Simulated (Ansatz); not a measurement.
# TiHO+ (triplet): wave-function methods side by side, def2-TZVPP

One table from this session's results is given with a row withheld; the runs are named, their logs left out.

Computed with Ansatz 0.2.0, Gaussian basis. Level: def2-TZVPP, core rule «outside noble gas», up to 10 orbitals frozen.

To be run: UHF; CCSD(T) on ROHF; CCSD(T) on UHF; CCSDT(Q) on ROHF; CCSDT(Q) on UHF.

5 further runs of the same task are left out: 3 for a known fault of the program, 2 set aside as unsound or not needed.

## The system

The geometry is a PBE0/def2-TZVP stationary point (not a proven minimum).

3 atoms, charge 1, spin multiplicity 3.

Atoms are counted from 1 here; the program's logs count them from 0.

Bond lengths: Ti1–O2 1.725 Å, O2–H3 0.963 Å. Angles: Ti1–O2–H3 180.0°.

Coordinates:

```xyz
3
HOTi
Ti    0.00000    0.00000    1.47082
O     0.00000    0.00000   -0.25368
H     0.00000    0.00000   -1.21714
```

Set-up of the first run:

in.yaml reads:

```yaml
crystal:
  periodic: [false, false, false]
  atoms:
    - {symbol: Ti, position_ang: [0.000000, 0.000000, 1.470824]}
    - {symbol: O, position_ang: [0.000000, 0.000000, -0.253684]}
    - {symbol: H, position_ang: [0.000000, 0.000000, -1.217140]}
basis:
  gaussian: {orbitals: def2-TZVPP}
total_charge: 1
magnetization: {spin_polarized: true, initial_magnetization: 2}
hamiltonian: {xc: hf}
output: {orbitals: {seedname: orbitals}}
```

Started as:

```sh
ansatz run in.yaml --threads 1 --pin off --events-out ev --progress --plain --max-ram 4096MiB --backend cpu
```

Steps of the session up to this table: UHF; CCSD(T) on ROHF; CCSD(T) on UHF; CCSDT(Q) on ROHF; CCSDT(Q) on UHF.

One of the session's tables, all rows but one given; the rest of the session is left out.

| method | from RCCSDT(Q) (kcal/mol) |
| --- | --- |
| RMP2 | +13.25 |
| UMP2 | +10.77 |
| RCCSD | +9.73 |
| UCCSD | +7.61 |
| RCCSD(T) | +0.88 |
| UCCSD(T) | -1.14 |
| RCCSDT | ? |
| UCCSDT | -1.67 |
| RCCSDT(Q) | 0 |
| UCCSDT(Q) | -2.38 |

**Question.** Estimate the row for RCCSDT.

As computed: from RCCSDT(Q) (kcal/mol): +0.34. In the column «from RCCSDT(Q) (kcal/mol)» it lies between RCCSDT(Q) (0) and RCCSD(T) (+0.88).

Left out of the table: ROHF, UHF (another determinant or state than the rows shown).

To keep in mind: Warnings: coupled cluster took another determinant than the lowest. Restricted and unrestricted rows rest on different reference determinants; where their highest levels disagree by more than a few hundredths of an eV, they describe different states and don't form one ladder.
